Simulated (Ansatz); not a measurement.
**C2H5BClF: one species, many methods**

The task here is to estimate one member of a computed series from the others.

Computed with Ansatz 0.2.0, Gaussian basis. Level: functionals in def2-TZVPP, the program's frozen cores in correlated methods.

Plan: LDA (SPW92), PBE-D4, revPBE-D4, BLYP-D4, r2SCAN-D4, B97M-V, PBE0-D4, B3LYP-D4, r2SCANh-D4, r2SCAN0-D4, HSE06-D4, BHLYP-D4, CAM-B3LYP-D4, LC-ωPBE, ωB97X-V, ωB97M-V, B2PLYP, PBE-QIDH; CCSD(T)/def2-SVP; CCSD(T)/def2-TZVPP; MP2/def2-QZVPP; extrapolation to the limit; RPA on PBE.

**The geometry**

An earlier PBE0-D4 in a triple-zeta def2 set relaxation fixed the geometry.

SMILES `BC(C)(F)Cl`, 10 atoms, charge 0, spin multiplicity 1.

Atoms are counted from 1 here; the program's logs count them from 0.

Bond lengths: B1–C2 1.553 Å, B1–H6 1.192 Å, B1–H7 1.191 Å, C2–C3 1.488 Å, C2–F4 1.338 Å, C2–Cl5 1.947 Å, C3–H8 1.088 Å, C3–H9 1.091 Å, C3–H10 1.094 Å. Angles: C2–B1–H6 117.8°, C2–B1–H7 118.1°, H6–B1–H7 122.7°, B1–C2–C3 127.0°, B1–C2–F4 119.0°, B1–C2–Cl5 72.1°, C3–C2–F4 110.9°, C3–C2–Cl5 109.5°, F4–C2–Cl5 107.6°, C2–C3–H8 110.6°, C2–C3–H9 111.5°, C2–C3–H10 107.2°, H8–C3–H9 110.2°, H8–C3–H10 108.7°, H9–C3–H10 108.5°.

As a file:

```xyz
10
charge 0, multiplicity 1
B    -1.0964    0.8192    0.5143
C     0.2232    0.0073    0.4096
C     0.6084   -0.9391   -0.6714
F     0.9338   -0.2208    1.5197
Cl    0.5940    1.8313   -0.1625
H    -1.8590    0.7612   -0.4007
H    -1.3980    1.2665    1.5757
H     0.1203   -0.6710   -1.6060
H     1.6904   -0.9721   -0.8066
H     0.2662   -1.9337   -0.3690
```

Set-up of the first run:

Input file in.yaml:

```yaml
crystal:
  periodic: [false, false, false]
  atoms:
    - {symbol: B, position_ang: [-1.096445, 0.819150, 0.514264]}
    - {symbol: C, position_ang: [0.223200, 0.007275, 0.409641]}
    - {symbol: C, position_ang: [0.608414, -0.939119, -0.671399]}
    - {symbol: F, position_ang: [0.933782, -0.220839, 1.519732]}
    - {symbol: Cl, position_ang: [0.594028, 1.831349, -0.162458]}
    - {symbol: H, position_ang: [-1.858955, 0.761190, -0.400706]}
    - {symbol: H, position_ang: [-1.397952, 1.266522, 1.575726]}
    - {symbol: H, position_ang: [0.120301, -0.670980, -1.605982]}
    - {symbol: H, position_ang: [1.690442, -0.972085, -0.806590]}
    - {symbol: H, position_ang: [0.266185, -1.933663, -0.369030]}
basis:
  gaussian: {orbitals: def2-TZVPP}
hamiltonian: {xc: lda}
output: {orbitals: {seedname: orbitals}}
```

Among the steps run: LDA; PBE-D4 (GGA); revPBE-D4 (GGA); BLYP-D4 (GGA); r2SCAN-D4 (meta-GGA); B97M-V (meta-GGA); PBE0-D4 (hybrid); B3LYP-D4 (hybrid); r2SCANh-D4 (hybrid); r2SCAN0-D4 (hybrid); HSE06-D4 (hybrid); BHLYP-D4 (hybrid); CAM-B3LYP-D4 (range-separated); LC-ωPBE (range-separated); ωB97X-V (range-separated); ωB97M-V (range-separated); B2PLYP (double hybrid); PBE-QIDH (double hybrid).

One of the session's tables, all rows but one given; the rest of the session is left out.

It belongs to the step «Orbital energies across the functionals». 

```
  functional  HOMO (eV)  gap (eV)
 LDA (SPW92)      -7.51      5.30
      PBE-D4      -7.40      5.45
   revPBE-D4      -7.35      5.50
     BLYP-D4      -7.31      5.46
   r2SCAN-D4      -7.73      6.06
      B97M-V      -7.85      6.21
     PBE0-D4          ?         ?
    B3LYP-D4      -8.63      7.48
  r2SCANh-D4      -8.27      6.98
  r2SCAN0-D4      -9.06      8.36
    HSE06-D4      -8.44      7.19
    BHLYP-D4     -10.20     10.49
CAM-B3LYP-D4     -10.28     10.54
     LC-ωPBE     -11.60     13.11
     ωB97X-V     -11.26     12.68
     ωB97M-V     -11.14     12.38
```

Estimate the missing values for PBE0-D4.

As computed: HOMO (eV): -8.85; gap (eV): 7.98. In the column «HOMO (eV)» it lies between r2SCAN0-D4 (-9.06) and B3LYP-D4 (-8.63).
